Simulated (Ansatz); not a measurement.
# InSn2Br5: the cost of one run

Method: DFT, PBE, plane-wave PAW, default files, scalar-relativistic, as far as a step names no other, in Ansatz 0.2.0.

1 further run of the same task is left out (it didn't finish).

## 1. The structure to begin with

The structure is tetragonal, space group I4/mcm (No. 140). Conventional cell: a = 8.398 Å, b = 8.398 Å, c = 14.619 Å, α = 90.00°, β = 90.00°, γ = 90.00°. In (site symmetry 422) is surrounded by 10 Br at 3.55 to 3.65 Å. Sn (site symmetry m2m) is surrounded by 4 Br at 2.75 to 3.09 Å. Around Br (site symmetry m) lie 3 Sn at 2.75 to 3.50 Å and 2 In at 3.55 Å. Br (site symmetry 4/m) has 4 Sn at 3.09 Å and 2 In at 3.65 Å as nearest neighbours.

Coordinates:

```xyz
16
Lattice="-4.1989 4.1989 7.3095 4.1989 -4.1989 7.3095 4.1989 4.1989 -7.3095" Properties=species:S:1:pos:R:3 pbc="T T T"
In    0.0000    0.0000    3.6547
In    0.0000    0.0000   10.9642
Sn    2.7013    1.4975    0.0000
Sn    1.4975    5.6964    0.0000
Sn    1.4975    2.7013    7.3095
Sn    2.7013   -1.4975    7.3095
Br   -1.3715    2.8274    5.3069
Br   -1.3715    2.8274    9.3120
Br    5.5704    1.3715    2.0026
Br    2.8274    1.3715    9.3120
Br    1.3715    2.8274    2.0026
Br    1.3715    2.8274   -2.0026
Br    0.0000    0.0000    0.0000
Br    0.0000    0.0000    7.3095
Br    5.5704    1.3715   -2.0026
Br    2.8274    1.3715    5.3069
```

## 2. Single point at the given positions

Input file input.yaml:

```yaml
crystal:
  lattice:
    - [-4.19886615, 4.19886615, 7.30945711]
    - [4.19886615, -4.19886615, 7.30945711]
    - [4.19886615, 4.19886615, -7.30945711]
  atoms:
    - { symbol: In, position: [0.25, 0.25, 0.0] }
    - { symbol: In, position: [0.75, 0.75, 0.0] }
    - { symbol: Sn, position: [0.17832647, 0.32167353, 0.5] }
    - { symbol: Sn, position: [0.67832647, 0.17832647, 0.85665294] }
    - { symbol: Sn, position: [0.82167353, 0.67832647, 0.5] }
    - { symbol: Sn, position: [0.32167353, 0.82167353, 0.14334706] }
    - { symbol: Br, position: [0.69970005, 0.19970005, 0.17336758] }
    - { symbol: Br, position: [0.97366753, 0.47366753, 0.17336758] }
    - { symbol: Br, position: [0.30029995, 0.80029995, 0.82663242] }
    - { symbol: Br, position: [0.80029995, 0.97366753, 0.5] }
    - { symbol: Br, position: [0.47366753, 0.30029995, 0.5] }
    - { symbol: Br, position: [0.19970005, 0.02633247, 0.5] }
    - { symbol: Br, position: [0.0, 0.0, 0.0] }
    - { symbol: Br, position: [0.5, 0.5, 0.0] }
    - { symbol: Br, position: [0.02633247, 0.52633247, 0.82663242] }
    - { symbol: Br, position: [0.52633247, 0.69970005, 0.5] }
kpoints:
  mp_grid: { grid: [5, 5, 5] }
scf:
  occupations: { method: fermi_dirac, width: 0.02 }
hamiltonian:
  xc: pbe
  pseudopotentials: { kind: paw }
output:
  forces: true
  stress: true
  populations: true
  efg:
    quadrupole_moments_barn: { In: 0.772, Sn: -0.132, Br: 0.2579 }
    contact_densities: true
```

On the command line:

```bash
> ansatz run input.yaml --threads 1 --pin off --max-ram 2560MiB --backend cpu --events-out ev --progress --plain --runs-dir out
```

What time and memory should one allow on 1 thread of Arm Neoverse V1, shared host?

About 94 s, with a peak of 1.1 GiB.
